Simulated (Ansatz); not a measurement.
# BClFO radical: a rigid scan of the bond length O1–B2

One table from this session's results is given with a row withheld; the runs are named, their logs left out.

Method: single points in def2-TZVPP; program: Ansatz 0.2.0, Gaussian basis.

Levels: PBE-D4, r2SCAN-D4, PBE0-D4, B3LYP-D4, wB97M-V, Hartree-Fock, MP2, CCSD, CCSD(T). The scan takes 1.206, 1.233, 1.272, 1.318, 1.369, 1.424, 1.482, 1.543, 1.608 Å.

Correlated methods freeze the cores. Orbitals are unrestricted. B3LYP uses VWN-RPA correlation.

18 further runs of the same task are left out: 18 set aside as unsound or not needed.

### The starting structure

SMILES `[O]B(F)Cl`, 4 atoms, charge 0, spin multiplicity 2.

Atoms are counted from 1 here; the program's logs count them from 0.

Bond lengths: O1–B2 1.486 Å, B2–F3 1.469 Å, B2–Cl4 1.909 Å. Angles: O1–B2–F3 121.6°, O1–B2–Cl4 117.2°, F3–B2–Cl4 121.1°.

As a file:

```xyz
4
charge 0, multiplicity 2
O    -0.28600   -1.39860   -0.58460
B    -0.09280   -0.02320   -0.05670
F    -1.08830    1.03400   -0.27780
Cl    1.52270    0.32750    0.89880
```

Set-up of the first run:

Contents of pre/in.yaml:

```yaml
crystal:
  periodic: [false, false, false]
  atoms:
    - {symbol: O, position_ang: [-0.286000, -1.398600, -0.584600]}
    - {symbol: B, position_ang: [-0.092800, -0.023200, -0.056700]}
    - {symbol: F, position_ang: [-1.088300, 1.034000, -0.277800]}
    - {symbol: Cl, position_ang: [1.522700, 0.327500, 0.898800]}
basis:
  gaussian: {orbitals: def2-SVP}
magnetization: {spin_polarized: true, initial_magnetization: 1}
hamiltonian: {xc: pbe, dispersion: d4}
relax: {f_tol: 0.03, max_steps: 250}
```

No record of the launch command was kept for these runs.

Among the steps run: A first relaxation in a small basis; Finding the minimum; The minimum at every level; O1–B2 = 1.206 Å; O1–B2 = 1.233 Å; O1–B2 = 1.272 Å; O1–B2 = 1.318 Å; O1–B2 = 1.369 Å; O1–B2 = 1.424 Å; O1–B2 = 1.482 Å; O1–B2 = 1.543 Å; O1–B2 = 1.608 Å.

One of the session's tables, all rows but one given; the rest of the session is left out.

Energies less that of the minimum at the same level (kcal/mol):

```
bond length (Å)  PBE-D4  PBE0-D4  B3LYP-D4  wB97M-V  Hartree-Fock
          1.206    10.7     11.2      10.9     12.2          13.5
          1.233     6.4      6.7       6.5      7.5           8.3
          1.272     2.3      2.5       2.4      3.0           3.3
          1.318     0.2      0.2       0.2      0.4           0.4
1.340 (minimum)     0.0      0.0       0.0      0.0           0.0
          1.369     0.4      0.4       0.4      0.2           0.2
          1.424     2.9      2.9       2.8      2.4           2.6
          1.482       ?        ?         ?        ?             ?
          1.543    13.0     13.3      13.0     12.4          13.8
          1.608    20.1     20.8      20.2     19.6          22.0
```

Q: Estimate the row for bond length (Å) = 1.482 from the others.

Worked estimate for «PBE-D4». A straight line through the neighbours (1.424, 2.9) and (1.543, 13.0) gives 2.9 + (13.0 − 2.9) × (1.482 − 1.424) / (1.543 − 1.424) = 7.8; a parabola fitted to 4 rows on both sides gives 7.2.

As computed: PBE-D4: 7.2; PBE0-D4: 7.3; B3LYP-D4: 7.1; wB97M-V: 6.5; Hartree-Fock: 7.3. In «PBE-D4» the line misses by +0.6 and the parabola by 0.0.
